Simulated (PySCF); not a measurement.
# A diatomic session: PI

One job finds the state of PI, follows it along the bond with each method and fits the curves.

The runs use PySCF 2.14.0; P def2-SVPD, I def2-SVPD with ECP28, scalar-relativistic core potentials.

**1. The job**

The job is set up so:

- atoms: P, I
- charge: 0
- basis: P def2-SVPD, I def2-SVPD with ECP28
- Hamiltonian: scalar-relativistic core potentials
- basis functions: 59
- electrons treated: 40
- masses in u: 30.9738, 126.9045
- levels: PBE0, PBE, r²SCAN, MN15, PW91, TPSS, HF, MP2, SCS-MP2, CCSD, CCSD(T)
- grid: 80 radial by 434 angular points
- occupations: held fixed by the projection of orbital angular momentum
- dissociation limit: P + I, each in its ground configuration
- starting distance in angstrom: 2.375
- values of 2S to try: 0, 2, 4

The run is started by

```console
OMP_NUM_THREADS=1 python dia.py task.json out
```

The runs that follow: The PBE0 curve of the state that the search chose; Higher solutions at PBE0; PBE; r²SCAN; MN15 (hybrid meta-GGA); PW91 (GGA); TPSS; UHF (mean field); Adding correlation.

Q: Predict the outcome of this session. Wanted: for each run, Re; ωe; De; μ.

**Answer**, as computed:

Lowest PBE0 solution found, without spin–orbit coupling: ³Σ⁻ (triplet), unpaired electrons π ↑↑. State 2 has its PBE0 minimum 0.31 eV higher, as a spin-mixed determinant (⟨S²⟩ = 1.01), so this is no gap between pure states. State 3 has its PBE0 minimum 1.30 eV higher. The other levels ran on the lowest alone.

```csv
level,Re (Å),ωe (cm⁻¹),De (eV),μ (D)
UHF,2.437,356,0.93,-0.85
UHF-MP2,2.428,348,1.85,n/a
UHF-SCS-MP2,2.438,344,1.79,n/a
UHF-CCSD,2.441,341,1.73,n/a
UHF-CCSD(T),2.445,338,1.86,n/a
PBE,2.412,361,2.74,0.11
PW91,2.412,360,2.77,0.10
TPSS,2.413,358,2.62,0.08
r²SCAN,2.402,367,2.53,0.04
PBE0,2.394,373,2.50,-0.07
MN15,2.389,366,2.28,-0.06
```

De is counted to P + I in their ground configurations. A positive dipole means P(−)I(+).

Differences from CCSD(T) in the same basis:

```csv
level,Re (mÅ),ωe (%)
UHF,-8,+5.4
UHF-MP2,-17,+3.1
UHF-SCS-MP2,-7,+1.8
UHF-CCSD,-4,+1.0
PBE,-33,+6.9
PW91,-33,+6.7
TPSS,-32,+6.0
r²SCAN,-43,+8.6
PBE0,-51,+10.5
MN15,-56,+8.3
```

**Reading.** Against CCSD(T) in the same basis, the bond length is nearest at UHF-CCSD (-4 mÅ) and farthest at MN15 (-56 mÅ); the wavenumber is nearest at UHF-CCSD (+1.0 %) and farthest at PBE0 (+10.5 %). Hartree–Fock makes the bond too short and too stiff against this reference, as it mostly does. CCSD(T) in a basis this small is itself some way from its limit, more so than the functionals. Among the levels with a De in the table, it runs from 0.93 eV (UHF) to 2.77 eV (PW91).

Correlated steps freeze 9 core orbitals. These are scalar-relativistic numbers at best; spin–orbit coupling would shift them, the dissociation energy most. With spin–orbit coupling the term label itself may not hold.
